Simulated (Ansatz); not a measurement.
Write a Python script for Ansatz 0.2.0 through its Python package that makes a comparison of functionals at one structure of Ga₃Se, space group Pm-3m. Settings (first run): PBE, PAW, the default cutoff (420 eV here), 5×5×5 k-points, cold smearing of 0.1 eV. The script varies functional: pbe, rpbe, pbesol, blyp.

```xyz
4
Lattice="4.4325 0.0000 0.0000 0.0000 4.4325 0.0000 0.0000 0.0000 4.4325" Properties=species:S:1:pos:R:3 pbc="T T T"
Ga    0.0000    2.2162    2.2162
Ga    2.2162    0.0000    2.2162
Ga    2.2162    2.2162    0.0000
Se    0.0000    0.0000    0.0000
```

Script `xc.py`:
```python
'''One structure of Ga3Se under several functionals.'''

import ansatz as az

FILLING = 'cold'
TOLERANCE = 1e-08
MESH = (5, 5, 5)

lattice = az.Lattice.of(
    [4.432465, 0.0, 0.0],
    [0.0, 4.432465, 0.0],
    [0.0, 0.0, 4.432465],
)
sites = [
    ('Ga', [0.0, 0.5, 0.5]),
    ('Ga', [0.5, 0.0, 0.5]),
    ('Ga', [0.5, 0.5, 0.0]),
    ('Se', [0.0, 0.0, 0.0]),
]
system = az.Crystal(lattice=lattice)
for symbol, position in sites:
    system = system.atom(symbol, position)

job = (
    system.calculation()
    .occupations(FILLING)
    .scf(tolerance=TOLERANCE)
    .kpoints(*MESH)
    .stress()
)

rows = []
for value in ['pbe', 'rpbe', 'pbesol', 'blyp']:
    rep = job.functional(value).run(threads=1, backend='cpu').report
    rows.append((value, rep['free_energy_ev'] / len(rep['lattice']['sites']), rep['n_iterations'], sum(rep['stress_gpa'][i][i] for i in range(3)) / 3, rep['n_kpoints']))

print('  functional   F/atom (eV)    iterations       P (GPa)      k-points')
for row in rows:
    print(f'{str(row[0]):>12s}  {row[1]:12.5f}  {row[2]:12d}  {row[3]:12.3f}  {row[4]:12d}')
```

```console
$ python xc.py
DeckWarning: basis.ecutwfc = 420 eV, auto-derived from the records' recommended cutoffs: set by Ga (normal level)
DeckWarning: output.stress: scf.convergence.dr2_threshold = 1e-8 eV is looser than the 4e-10 eV advised for a printed stress (1e-10 eV for each atom of the cell: 4). What an SCF threshold leaves in a [...]
  functional   F/atom (eV)    iterations       P (GPa)      k-points
         pbe   -4204.56127             8        -0.248            10
        rpbe   -4210.25933             8         1.328            10
      pbesol   -4163.44036             9        -3.292            10
        blyp   -4214.70275            10         4.852            10
```
(Warnings from the package without file and line, shortened.)

From lowest to highest: PBEsol (-3.3 GPa), PBE (-0.2 GPa), RPBE (1.3 GPa) and BLYP (4.9 GPa). At a fixed cell a lower pressure usually means a smaller equilibrium volume, so PBEsol prefers the smallest cell and BLYP the largest.

BLYP can be off by several per cent in the lattices of metals, and by several GPa in the pressure at a fixed cell. The mesh is modest for a metal, so energies can be off by several to tens of meV an atom and pressures by half a GPa or more; differences at equal mesh fare better. Pressure is positive in compression. This cell is a computed structure, which may not be the phase found in nature. Total energies of different functionals can't be compared; pressures, moments and gaps at this one structure can. Wall time of the script: 4.7 s on 1 thread of AMD EPYC 9R14 (Zen 4), with other jobs on the host, peak memory 0.43 GiB.

(Lines on the test bed's own set-up are left out of the output.)
